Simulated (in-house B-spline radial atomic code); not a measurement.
# Excited states and polarisability of Dy⁴⁸⁺ by several methods

How far do the methods of linear response differ for Dy⁴⁸⁺? Each gives excitation energies, polarisability and C6.

The numbers are computed with in-house B-spline radial atomic code version 1 (linear response of a closed shell, each method with its own adiabatic kernel; spin-free one-electron X2C, finite nucleus; B-spline basis; no spin-orbit coupling, no double excitations; only terms of natural parity, (−1)^L, with L up to 3 are computed), except any that are marked as measured or tabulated.

## 1. What is computed

- element: dysprosium (Z = 66)
- charge: +48
- configuration: [Ne] 3s2 3p6
- runs: TDHF; PBE; OLYP; exchange-only LDA; BSE on G0W0@HF; BP86

Outer shells as boxes (Hund's rule):

Dy⁴⁸⁺
```
[Ne] core
3s [↑↓]
3p [↑↓][↑↓][↑↓]
```

## 2. TDHF

Settings, as recorded:

```ini
Z = 66
electrons = 18.0
configuration = [Ne] 3s2 3p6
hamiltonian = x2c
method = hf
box_radius = 2.74
rms_radius = 5.2218
intervals = 63
```

On the command line:

```
$ python run_td.py task.json out
```

task.json lists these runs, among others, and the program works through them in turn.

## 3. PBE

Changes to the settings of step 2:

```diff
@@ -4,3 +4,3 @@
 hamiltonian = x2c
-method = hf
+method = pbe,pbe
 box_radius = 2.74
```

## 4. OLYP

Changes to the settings of step 3:

```diff
@@ -4,3 +4,3 @@
 hamiltonian = x2c
-method = pbe,pbe
+method = optx,lyp
 box_radius = 2.74
```

## 5. exchange-only LDA

Changes to the settings of step 4:

```diff
@@ -4,3 +4,3 @@
 hamiltonian = x2c
-method = optx,lyp
+method = lda,
 box_radius = 2.74
```

## 6. BSE on G0W0@HF

Changes to the settings of step 5:

```diff
@@ -4,3 +4,3 @@
 hamiltonian = x2c
-method = lda,
+method = bse
 box_radius = 2.74
```

## 7. BP86

Changes to the settings of step 6:

```diff
@@ -4,3 +4,3 @@
 hamiltonian = x2c
-method = bse
+method = b88,p86
 box_radius = 2.74
```

What does the calculation give? Wanted: for each run, threshold; 3p→3d ¹P; 3p→3d ³P, Tamm-Dancoff; α; C6.

The runs gave:

```tsv
run	threshold (eV)	3p→3d ¹P (eV)	3p→3d ³P, Tamm-Dancoff (eV)	α (bohr³)	C6 (hartree bohr⁶)	time
TDHF	4371.2	369.39	295.59	0.006219	0.0004935	0.8 s
PBE	4318.8	372.52	299.16	0.006173	0.0004910	0.7 s
OLYP	4322.9	372.11	298.17	0.006183	0.0004918	0.7 s
exchange-only LDA	4313.8	371.34	297.89	0.006172	0.0004897	0.6 s
BSE on G0W0@HF	4372.7	371.45	297.97	0.006172	0.0004890	1.2 s
BP86	4319.6	372.63	299.58	0.006171	0.0004907	0.6 s
```

α runs from 0.00617 (BP86) to 0.00622 bohr³ (TDHF). The semilocal functionals put the threshold at 4313.8 to 4322.9 eV, under Hartree-Fock's 4371.2 eV, through self-interaction. In this BSE only levels near the gap carry their own quasi-particle shift; deeper ones move rigidly and higher empty ones not at all. Spin-orbit coupling, absent here, splits and mixes these terms strongly in an ion this highly charged, so they need not match single real levels.
